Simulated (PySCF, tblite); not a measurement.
# C₅H₁₁ClOSi: geometry, infrared bands and NMR shifts

Wanted: the infrared bands and NMR shifts of C₅H₁₁ClOSi (`C=C[Si@@H](Cl)[C@H](C)OC`), by calculation.

Computed with tblite 0.8.0 and PySCF 2.14.0, with density-fitted response routines of our own, on a single molecule in the gas phase. Atoms count from 0, in the outputs and in this text.

### Step 1. The molecule as given

19 atoms, charge 0, multiplicity 1; geometry from: force field or distance geometry start.

Bonds of the start (Å): C0–C1 1.34, C1–Si2 1.83, Si2–Cl3 2.10, Si2–C4 1.87, C4–C5 1.51, C4–O6 1.38, O6–C7 1.38, C0–H8 1.08, C0–H9 1.07, C1–H10 1.10, Si2–H11 1.48, C4–H12 1.10, C5–H13 1.09, C5–H14 1.11, C5–H15 1.13, C7–H16 1.09, C7–H17 1.14, C7–H18 1.12.

### Step 2. Relaxing the molecule with GFN2-xTB

What the job is given:

```
{"job": {"kind": "relax", "xc": "GFN2-xTB", "basis": "xTB"}, "charge": 0, "multiplicity": 1}
C      3.247600    -0.548900    -0.018600
C      2.150400     0.136800     0.340000
Si     0.832300     0.546600    -0.860000
Cl     0.855800    -0.976300    -2.299100
C     -0.863800     0.511100    -0.075100
C     -0.918800     1.224400     1.254100
O     -1.147400    -0.813400     0.190800
C     -2.290900    -1.290100    -0.417700
H      3.303300    -0.842100    -1.059700
H      4.037400    -0.814200     0.656600
H      2.099900     0.421100     1.396900
H      1.128700     1.844000    -1.511700
H     -1.594400     0.999400    -0.742300
H     -0.512300     2.238200     1.207500
H     -0.475400     0.604600     2.066500
H     -2.019600     1.295700     1.500400
H     -2.284300    -1.247500    -1.510700
H     -2.328100    -2.398600    -0.164300
H     -3.230100    -0.881400     0.038700
```

Launch:

```bash
OMP_NUM_THREADS=1 python probes_run.py task.json out
```

One launch serves the whole session: the jobs run in the order shown.

**Question.** This job is followed by: GFN2-xTB harmonic vibrations, gas phase; GIAO PBE0/pcSseg-1 NMR shielding, non-relativistic, gas phase. What will the session give for the following? strongest single infrared mode (GFN2-xTB); zero-point energy (GFN2-xTB); 13C shifts against TMS (PBE0/pcSseg-1); 1H shifts against TMS (PBE0/pcSseg-1, means over atoms taken as alike); 29Si shifts against TMS (PBE0/pcSseg-1); 35Cl shifts against HCl (PBE0/pcSseg-1); 17O shifts against H2O (PBE0/pcSseg-1); surface potential, 1st and 99th percentile.

As calculated:

```
                                                              quantity                                         value
                             strongest single infrared mode (GFN2-xTB)                         2201 cm⁻¹, 259 km/mol
                                          zero-point energy (GFN2-xTB)                                 92.4 kcal/mol
                                13C shifts against TMS (PBE0/pcSseg-1)            146.0, 137.0, 76.6, 59.7, 14.5 ppm
1H shifts against TMS (PBE0/pcSseg-1, means over atoms taken as alike)  6.66, 6.43, 6.35, 5.19, 3.50, 3.22, 1.31 ppm
                               29Si shifts against TMS (PBE0/pcSseg-1)                                      -6.1 ppm
                               35Cl shifts against HCl (PBE0/pcSseg-1)                                       -61 ppm
                                17O shifts against H2O (PBE0/pcSseg-1)                                      26.2 ppm
                                 surface potential, 1st and 99th percentile                            -1.43 V and 0.91 V
```

**Reading.** Over 113 steps the energy fell by 0.505 eV; of the close pairs, Si2–Cl3 changed most, 2.095 to 2.013 Å. All 51 modes are real, so the xTB geometry is a minimum. The strongest single mode, at 2201 cm⁻¹, moves mainly H11. Unscaled tight-binding wavenumbers are off by several per cent, some by more. Its intensities can rank the bands wrongly. The most deshielded carbon is C0 (terminal =CH2 carbon), at 146.0 ppm: the olefinic region. At PBE0/pcSseg-1: The largest span, 263 ppm, is at C0, where the paramagnetic term is -212 ppm. By nearest atom (PBE0/pcSseg-1), the HOMO sits on O6 52 %; C4 9 % and the LUMO on C0, C1 about 29 % each; H8, H9 about 8 % each.
